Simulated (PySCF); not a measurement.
**C13H11N: NMR shifts at several levels of theory, part 1 of 2**

Aim: compute the NMR shifts of C13H11N (`C#Cc1ccc(-c2ccccc2)n1C`) at several levels, and see how far they spread and what each costs.

Programs: PySCF 2.14.0, with density-fitted response routines of our own. Each step states its level of theory. These are calculated values for one molecule in the gas phase, unless marked as measured. Atoms count from 0, in the outputs and in this text.

## Step 1: Starting geometry

25 atoms, charge 0, multiplicity 1; geometry from: GFN2-xTB.

Bonds of the start (Å): C0–C1 1.20, C1–C2 1.40, C2–C3 1.38, C3–C4 1.40, C4–C5 1.38, C5–C6 1.46, C6–C7 1.39, C7–C8 1.38, C8–C9 1.38, C9–C10 1.39, C10–C11 1.38, C5–N12 1.37, N12–C13 1.44, N12–C2 1.37, C11–C6 1.40, C0–H14 1.05, C3–H15 1.07, C4–H16 1.07, C7–H17 1.08, C8–H18 1.08, C9–H19 1.08, C10–H20 1.08, C11–H21 1.08, C13–H22 1.09, C13–H23 1.09, C13–H24 1.09.

## Step 2: Geometry optimisation at PBE0-D3(BJ)/def2-SVP

Job settings and geometry (Å):

```
{"job": {"xc": "PBE0", "basis": "def2-SVP", "d3": "d3bj", "grid": 1, "kind": "geom"}, "charge": 0, "multiplicity": 1}
C      4.673210     0.772200     0.463870
C      3.602080     0.404280     0.060150
C      2.355800    -0.034920    -0.405990
C      2.065840    -0.839730    -1.492860
C      0.680100    -1.013020    -1.511720
C      0.148610    -0.300540    -0.450070
C     -1.255230    -0.174920    -0.086430
C     -1.819550     1.040400     0.301340
C     -3.162730     1.122040     0.618930
C     -3.967760    -0.002230     0.551040
C     -3.421800    -1.211480     0.151440
C     -2.080690    -1.297810    -0.166200
N      1.181640     0.291930     0.217100
C      1.114040     1.048660     1.435220
H      5.613800     1.090700     0.800160
H      2.780810    -1.245230    -2.181090
H      0.115820    -1.569600    -2.234090
H     -1.213860     1.934060     0.324920
H     -3.584380     2.071870     0.915330
H     -5.016300     0.064940     0.800970
H     -4.045530    -2.091590     0.091070
H     -1.654260    -2.242250    -0.470260
H      0.210600     0.788190     1.985750
H      1.988730     0.821900     2.047360
H      1.111460     2.124070     1.233510
```

Output:

```text
step   0  E = -555.65790434  max force = 0.019061
step   1  E = -555.66081531  max force = 0.004472
step   2  E = -555.66071993  max force = 0.005934
step   3  E = -555.66104975  max force = 0.001370
step   4  E = -555.66104973  max force = 0.001569
step   5  E = -555.66106550  max force = 0.000660
step   6  E = -555.66107122  max force = 0.000269
optimisation converged
```

It took 2.2 min on 8 threads of Intel Xeon Platinum 8488C (Sapphire Rapids), shared host.

Step by step: (the energy doesn't fall at every step)

| step | energy from step 0 (eV) | largest force component (eV/Å) |
| --- | --- | --- |
| 0 | 0.0000 | 0.9802 |
| 1 | -0.0792 | 0.2300 |
| 2 | -0.0766 | 0.3051 |
| 3 | -0.0856 | 0.0704 |
| 4 | -0.0856 | 0.0807 |
| 5 | -0.0860 | 0.0339 |
| 6 | -0.0862 | 0.0138 |

Distances of close pairs at the start and the end, largest changes first:

| bond | before (Å) | after (Å) | change (Å) |
| --- | --- | --- | --- |
| C0–H14 | 1.048 | 1.074 | +0.025 |
| C4–H16 | 1.072 | 1.088 | +0.015 |
| C3–H15 | 1.072 | 1.087 | +0.015 |
| C0–C1 | 1.202 | 1.216 | +0.013 |
| C2–N12 | 1.369 | 1.381 | +0.013 |
| C9–H19 | 1.080 | 1.092 | +0.012 |
| C11–H21 | 1.080 | 1.092 | +0.012 |
| C10–H20 | 1.080 | 1.093 | +0.012 |

The end geometry stands in the next job.

| at the end point | value |
| --- | --- |
| point group (found at 0.08 Å tolerance) | C1 |
| rotational constants (GHz, main isotopes) | 1.992, 0.389, 0.340 |
| dipole moment (D) | 1.91 |

## Step 3: Nuclear shieldings: PBE0/pcSseg-1

Job settings and geometry (Å):

```
{"job": {"kind": "nmr", "xc": "PBE0", "basis": "pcSseg-1", "pop": false}, "charge": 0, "multiplicity": 1}
C      4.704941     0.803753     0.460608
C      3.628868     0.414179     0.050242
C      2.377321    -0.040714    -0.423019
C      2.076933    -0.848328    -1.515524
C      0.682557    -1.025913    -1.530810
C      0.150645    -0.316160    -0.457390
C     -1.258955    -0.182887    -0.080015
C     -1.823291     1.046230     0.300010
C     -3.175177     1.140634     0.619536
C     -3.994703     0.014861     0.554212
C     -3.450447    -1.208610     0.164178
C     -2.097625    -1.307964    -0.144940
N      1.192195     0.276812     0.211632
C      1.122198     1.028176     1.441307
H      5.659375     1.147115     0.813469
H      2.807638    -1.247677    -2.214512
H      0.097283    -1.577951    -2.262989
H     -1.204700     1.945605     0.314472
H     -3.595132     2.107169     0.908475
H     -5.055669     0.091513     0.802935
H     -4.083843    -2.097342     0.110350
H     -1.668279    -2.271654    -0.427727
H      0.226404     0.736414     2.002706
H      2.012098     0.811213     2.046747
H      1.089815     2.113445     1.255497
```

Level: GIAO PBE0/pcSseg-1 NMR shielding, non-relativistic, gas phase.

Output:

```text
coarse grid: 22000 points
cycle   1  E = -555.7988377632  dE =  2.604e+00  |g| = 5.206e-01  |ddm| = 5.154e+00
cycle   2  E = -555.7648132446  dE =  3.402e-02  |g| = 6.645e-01  |ddm| = 1.391e+00
cycle   3  E = -555.8653789925  dE = -1.006e-01  |g| = 1.730e-01  |ddm| = 7.415e-01
cycle   4  E = -555.8724279863  dE = -7.049e-03  |g| = 4.593e-02  |ddm| = 2.182e-01
cycle   5  E = -555.8727706732  dE = -3.427e-04  |g| = 2.796e-02  |ddm| = 6.411e-02
cycle   6  E = -555.8729611784  dE = -1.905e-04  |g| = 6.309e-03  |ddm| = 2.536e-02
cycle   7  E = -555.8729701754  dE = -8.997e-06  |g| = 2.050e-03  |ddm| = 7.456e-03
final grid: 215792 points
cycle   8  E = -555.9560416391  dE = -6.869e-05  |g| = 9.220e-03  |ddm| = 9.567e-02
cycle   9  E = -555.9560322074  dE =  9.432e-06  |g| = 1.107e-02  |ddm| = 2.423e-02
cycle  10  E = -555.9560624048  dE = -3.020e-05  |g| = 3.053e-03  |ddm| = 1.452e-02
cycle  11  E = -555.9560648075  dE = -2.403e-06  |g| = 4.834e-04  |ddm| = 3.252e-03
cycle  12  E = -555.9560648501  dE = -4.252e-08  |g| = 2.485e-04  |ddm| = 6.103e-04
cycle  13  E = -555.9560648643  dE = -1.425e-08  |g| = 8.533e-05  |ddm| = 2.652e-04
cycle  14  E = -555.9560648660  dE = -1.698e-09  |g| = 2.898e-05  |ddm| = 1.119e-04
cycle  15  E = -555.9560648662  dE = -2.130e-10  |g| = 7.597e-06  |ddm| = 3.742e-05
converged SCF energy = -555.9560648662

GIAO shielding tensors (ppm)
atom      isotropic    diamagn.    paramagn.     s11        s22        s33       span
  0 C       92.092     259.913    -167.821     21.573     61.292    193.412    171.839
  1 C      104.996     243.718    -138.722      7.983     10.767    296.239    288.256
  2 C       63.858     250.053    -186.195      0.949     69.867    120.758    119.809
  3 C       60.019     254.592    -194.573    -21.268     46.289    155.035    176.304
  4 C       69.921     254.886    -184.965     -0.236     57.729    152.271    152.507
  5 C       43.735     251.302    -207.567    -18.854     31.228    118.832    137.686
  6 C       46.231     258.136    -211.904    -52.229     22.815    168.109    220.338
  7 C       51.246     251.092    -199.846    -51.754     35.521    169.972    221.726
  8 C       51.175     253.320    -202.145    -59.851     38.574    174.802    234.654
  9 C       52.118     254.012    -201.894    -57.663     38.092    175.926    233.589
 10 C       49.786     253.526    -203.740    -61.832     36.564    174.626    236.458
 11 C       49.186     248.736    -199.550    -54.918     38.397    164.078    218.996
 12 N       84.433     335.367    -250.934    -13.550     95.701    171.148    184.698
 13 C      150.711     246.605     -95.893    133.116    142.029    176.989     43.873
 14 H       27.631      32.537      -4.906     23.563     24.355     34.975     11.412
 15 H       24.468      31.399      -6.931     21.685     24.988     26.731      5.046
 16 H       24.924      33.589      -8.665     21.081     26.079     27.611      6.530
 17 H       23.961      33.823      -9.862     19.103     22.571     30.209     11.106
 18 H       23.747      29.087      -5.340     20.159     24.106     26.976      6.817
 19 H       23.856      27.159      -3.303     20.566     24.726     26.275      5.708
 20 H       23.713      28.235      -4.522     20.208     24.259     26.672      6.465
 21 H       23.693      33.234      -9.541     19.073     22.577     29.430     10.357
 22 H       27.790      31.352      -3.562     22.071     30.080     31.219      9.148
 23 H       27.380      29.046      -1.666     21.453     28.029     32.659     11.205
 24 H       27.890      29.910      -2.020     23.058     25.813     34.797     11.739
```

Run time: 59 s. Hardware: 8 threads of Intel Xeon Platinum 8488C (Sapphire Rapids), shared host.

The references, computed at this level on geometries of the same kind, shield at (ppm): 1H TMS 31.27, 13C TMS 184.4, 15N NH3 265.7. Their shielding less the atom's gives the shift. The references are single molecules in the gas phase, so shifts against H2O, NH3, PH3, H3PO4 or CFCl3 are not on the usual liquid scales and can be off by tens of ppm. Atoms listed in one row are averaged.

| atoms | environment | σ (ppm) | δ (ppm) | δ scaled to CDCl3 |
| --- | --- | --- | --- | --- |
| C5 | substituted aromatic carbon next to a ring nitrogen | 43.7 | 140.7 | 136.1 |
| C6 | substituted aromatic carbon | 46.2 | 138.2 | 133.7 |
| C7, C11 | aromatic CH | 50.2 | 134.2 | 129.8 |
| C8, C10 | aromatic CH | 50.5 | 133.9 | 129.5 |
| C9 | aromatic CH | 52.1 | 132.3 | 127.9 |
| C3 | aromatic CH | 60.0 | 124.4 | 120.3 |
| C2 | substituted aromatic carbon next to a ring nitrogen | 63.9 | 120.5 | 116.5 |
| C4 | aromatic CH | 69.9 | 114.5 | 110.7 |
| C0 | terminal alkyne carbon | 92.1 | 92.3 | 89.1 |
| C1 | alkyne carbon | 105.0 | 79.4 | 76.6 |
| C13 | methyl carbon bonded to N | 150.7 | 33.7 | 32.2 |
| H18, H20 | hydrogen on an aromatic CH | 23.73 | 7.54 | 7.36 |
| H17, H21 | hydrogen on an aromatic CH | 23.83 | 7.44 | 7.27 |
| H19 | hydrogen on an aromatic CH | 23.86 | 7.41 | 7.24 |
| H15 | hydrogen on an aromatic CH | 24.47 | 6.80 | 6.66 |
| H16 | hydrogen on an aromatic CH | 24.92 | 6.34 | 6.23 |
| H14 | hydrogen on a terminal alkyne carbon | 27.63 | 3.64 | 3.66 |
| H22, H23, H24 | hydrogen on a methyl carbon bonded to N | 27.69 | 3.58 | 3.61 |
| N12 | pyrrole-type ring nitrogen | 84.4 | 181.2 | – |

The scaled column applies a straight-line fit of computed shieldings to shifts measured in CDCl3 (root-mean-square error 0.21 ppm for H, 2.0 ppm for C).

Ring of atoms C2, C3, C4, C5, N12: NICS(0) -12.9, NICS(1) -10.2, NICS(1)zz -25.3 ppm (means of both faces).

Ring of atoms C6, C7, C8, C9, C10, C11: NICS(0) -8.1, NICS(1) -10.7, NICS(1)zz -27.0 ppm (means of both faces).

## Step 4: NMR shieldings: PBE/pcSseg-1

Same as in step 3 but for these lines:

```diff
@@ -1,2 +1,2 @@
-{"job": {"kind": "nmr", "xc": "PBE0", "basis": "pcSseg-1", "pop": false}, "charge": 0, "multiplicity": 1}
+{"job": {"kind": "nmr", "xc": "PBE", "basis": "pcSseg-1", "pop": false}, "charge": 0, "multiplicity": 1}
 C      4.704941     0.803753     0.460608
```

Method: GIAO PBE/pcSseg-1 NMR shielding, non-relativistic, gas phase.

Output:

```text
coarse grid: 22000 points
cycle   1  E = -555.6572152007  dE =  2.044e+00  |g| = 7.307e-01  |ddm| = 5.278e+00
cycle   2  E = -555.4583741915  dE =  1.988e-01  |g| = 1.146e+00  |ddm| = 2.066e+00
cycle   3  E = -555.7704185380  dE = -3.120e-01  |g| = 3.683e-01  |ddm| = 1.438e+00
cycle   4  E = -555.8045559570  dE = -3.414e-02  |g| = 6.233e-02  |ddm| = 4.309e-01
cycle   5  E = -555.8050362779  dE = -4.803e-04  |g| = 4.424e-02  |ddm| = 1.196e-01
cycle   6  E = -555.8054852868  dE = -4.490e-04  |g| = 1.939e-02  |ddm| = 5.408e-02
cycle   7  E = -555.8055725167  dE = -8.723e-05  |g| = 7.389e-03  |ddm| = 2.141e-02
cycle   8  E = -555.8055857572  dE = -1.324e-05  |g| = 2.492e-03  |ddm| = 8.751e-03
cycle   9  E = -555.8055873522  dE = -1.595e-06  |g| = 5.643e-04  |ddm| = 2.922e-03
final grid: 215792 points
cycle  10  E = -555.9201013750  dE = -9.074e-05  |g| = 1.487e-02  |ddm| = 1.297e-01
cycle  11  E = -555.9200541422  dE =  4.723e-05  |g| = 1.969e-02  |ddm| = 4.422e-02
cycle  12  E = -555.9201571682  dE = -1.030e-04  |g| = 4.378e-03  |ddm| = 2.833e-02
cycle  13  E = -555.9201626802  dE = -5.512e-06  |g| = 1.180e-03  |ddm| = 5.642e-03
cycle  14  E = -555.9201629689  dE = -2.887e-07  |g| = 4.934e-04  |ddm| = 1.337e-03
cycle  15  E = -555.9201630270  dE = -5.808e-08  |g| = 1.733e-04  |ddm| = 5.410e-04
cycle  16  E = -555.9201630337  dE = -6.727e-09  |g| = 5.487e-05  |ddm| = 2.038e-04
cycle  17  E = -555.9201630343  dE = -6.455e-10  |g| = 2.625e-05  |ddm| = 7.256e-05
converged SCF energy = -555.9201630343

GIAO shielding tensors (ppm)
atom      isotropic    diamagn.    paramagn.     s11        s22        s33       span
  0 C       90.083     258.293    -168.210     21.119     61.002    188.127    167.007
  1 C       98.916     242.687    -143.772      5.620      7.234    283.893    278.273
  2 C       61.715     251.046    -189.331      5.997     65.384    113.762    107.765
  3 C       58.329     252.788    -194.459    -19.394     45.070    149.312    168.706
  4 C       67.162     253.874    -186.712     -0.902     55.742    146.645    147.547
  5 C       41.394     251.900    -210.506    -16.450     28.454    112.178    128.628
  6 C       44.132     258.197    -214.065    -49.104     19.939    161.562    210.666
  7 C       49.757     250.927    -201.171    -49.486     34.804    163.952    213.438
  8 C       49.249     252.312    -203.062    -58.004     37.192    168.560    226.564
  9 C       50.531     252.670    -202.139    -55.375     37.325    169.641    225.017
 10 C       47.824     252.322    -204.498    -60.115     35.244    168.343    228.458
 11 C       47.560     248.156    -200.596    -52.666     37.344    158.001    210.667
 12 N       80.138     335.061    -254.923    -13.092     92.806    160.699    173.791
 13 C      145.968     247.064    -101.096    127.288    137.285    173.332     46.043
 14 H       27.645      32.765      -5.120     23.845     24.594     34.496     10.652
 15 H       24.553      31.466      -6.913     22.062     25.022     26.577      4.515
 16 H       24.971      33.755      -8.784     21.472     25.896     27.545      6.072
 17 H       24.037      34.288     -10.252     19.450     22.470     30.190     10.740
 18 H       23.818      29.125      -5.308     20.488     23.951     27.014      6.526
 19 H       23.939      27.138      -3.199     20.909     24.554     26.354      5.446
 20 H       23.779      28.216      -4.436     20.521     24.103     26.713      6.192
 21 H       23.791      33.549      -9.758     19.460     22.502     29.410      9.949
 22 H       27.710      31.675      -3.966     22.262     29.984     30.882      8.620
 23 H       27.314      28.972      -1.658     21.617     28.024     32.300     10.683
 24 H       27.794      29.938      -2.144     23.104     25.782     34.497     11.393
```

It took 40 s on 8 threads of Intel Xeon Platinum 8488C (Sapphire Rapids), shared host.

Key values: δ C5 138.6, C6 135.9, C8 131.5, C7 131.4, H18 7.40, H17 7.28 ppm (means over like atoms).

## Step 5: Shielding tensors: wB97X-D/pcSseg-1

Same as in step 4 but for these lines:

```diff
@@ -1,2 +1,2 @@
-{"job": {"kind": "nmr", "xc": "PBE", "basis": "pcSseg-1", "pop": false}, "charge": 0, "multiplicity": 1}
+{"job": {"kind": "nmr", "xc": "wB97X-D", "basis": "pcSseg-1", "pop": false}, "charge": 0, "multiplicity": 1}
 C      4.704941     0.803753     0.460608
```

Level: GIAO wB97X-D/pcSseg-1 NMR shielding, non-relativistic, gas phase.

Output:

```text
coarse grid: 22000 points
cycle   1  E = -556.2629657023  dE =  3.219e+00  |g| = 4.363e-01  |ddm| = 5.163e+00
cycle   2  E = -556.2889876776  dE = -2.602e-02  |g| = 3.777e-01  |ddm| = 1.013e+00
cycle   3  E = -556.3194400979  dE = -3.045e-02  |g| = 1.049e-01  |ddm| = 4.032e-01
cycle   4  E = -556.3218355716  dE = -2.395e-03  |g| = 4.028e-02  |ddm| = 1.384e-01
cycle   5  E = -556.3222069544  dE = -3.714e-04  |g| = 1.080e-02  |ddm| = 4.688e-02
cycle   6  E = -556.3222331996  dE = -2.625e-05  |g| = 3.464e-03  |ddm| = 1.147e-02
cycle   7  E = -556.3222366468  dE = -3.447e-06  |g| = 1.174e-03  |ddm| = 4.388e-03
final grid: 215792 points
cycle   8  E = -556.4136084887  dE = -2.872e-04  |g| = 5.343e-03  |ddm| = 1.159e-01
cycle   9  E = -556.4136113674  dE = -2.879e-06  |g| = 4.921e-03  |ddm| = 1.402e-02
cycle  10  E = -556.4136164858  dE = -5.118e-06  |g| = 1.093e-03  |ddm| = 5.023e-03
cycle  11  E = -556.4136167403  dE = -2.545e-07  |g| = 4.720e-04  |ddm| = 1.780e-03
cycle  12  E = -556.4136167956  dE = -5.532e-08  |g| = 8.934e-05  |ddm| = 5.545e-04
cycle  13  E = -556.4136167977  dE = -2.063e-09  |g| = 4.832e-05  |ddm| = 1.479e-04
cycle  14  E = -556.4136167983  dE = -6.075e-10  |g| = 1.565e-05  |ddm| = 8.104e-05
converged SCF energy = -556.4136167983

GIAO shielding tensors (ppm)
atom      isotropic    diamagn.    paramagn.     s11        s22        s33       span
  0 C       92.548     260.337    -167.789     20.249     59.519    197.877    177.628
  1 C      106.286     246.595    -140.309      6.786      9.952    302.119    295.332
  2 C       63.045     251.931    -188.886     -4.441     72.166    121.410    125.851
  3 C       59.053     255.595    -196.542    -24.631     46.417    155.373    180.004
  4 C       69.566     255.827    -186.262     -2.055     58.318    152.434    154.488
  5 C       42.792     252.320    -209.528    -22.605     31.761    119.220    141.825
  6 C       44.587     258.751    -214.164    -57.563     22.504    168.819    226.382
  7 C       49.986     252.064    -202.078    -54.981     34.843    170.095    225.076
  8 C       50.137     253.914    -203.777    -62.980     38.011    175.380    238.360
  9 C       50.836     254.715    -203.878    -61.287     37.276    176.521    237.808
 10 C       48.740     254.160    -205.420    -64.987     35.982    175.224    240.211
 11 C       47.966     249.771    -201.805    -58.165     37.955    164.106    222.271
 12 N       84.681     335.465    -250.783    -15.396     96.491    172.950    188.346
 13 C      150.399     246.549     -96.150    133.671    141.221    176.305     42.634
 14 H       27.813      32.199      -4.386     23.596     24.418     35.425     11.830
 15 H       24.560      31.058      -6.499     21.782     25.015     26.882      5.100
 16 H       25.025      33.652      -8.627     21.179     26.123     27.772      6.593
 17 H       24.028      34.143     -10.115     19.189     22.622     30.274     11.085
 18 H       23.838      29.096      -5.258     20.267     24.175     27.072      6.805
 19 H       23.931      26.979      -3.048     20.657     24.770     26.366      5.709
 20 H       23.806      28.184      -4.378     20.318     24.330     26.769      6.450
 21 H       23.759      33.404      -9.645     19.173     22.600     29.504     10.331
 22 H       27.928      31.761      -3.833     22.185     30.278     31.322      9.137
 23 H       27.511      29.498      -1.986     21.588     28.198     32.748     11.160
 24 H       28.026      30.313      -2.288     23.211     26.018     34.848     11.637
```

Run time: 73 s. Hardware: 8 threads of Intel Xeon Platinum 8488C (Sapphire Rapids), shared host.

This run: δ C5 141.7, C6 140.0, C7 135.6, C8 135.1, H18 7.56, H17 7.49 ppm (means over like atoms).

(Continued in part 2 of 2.)
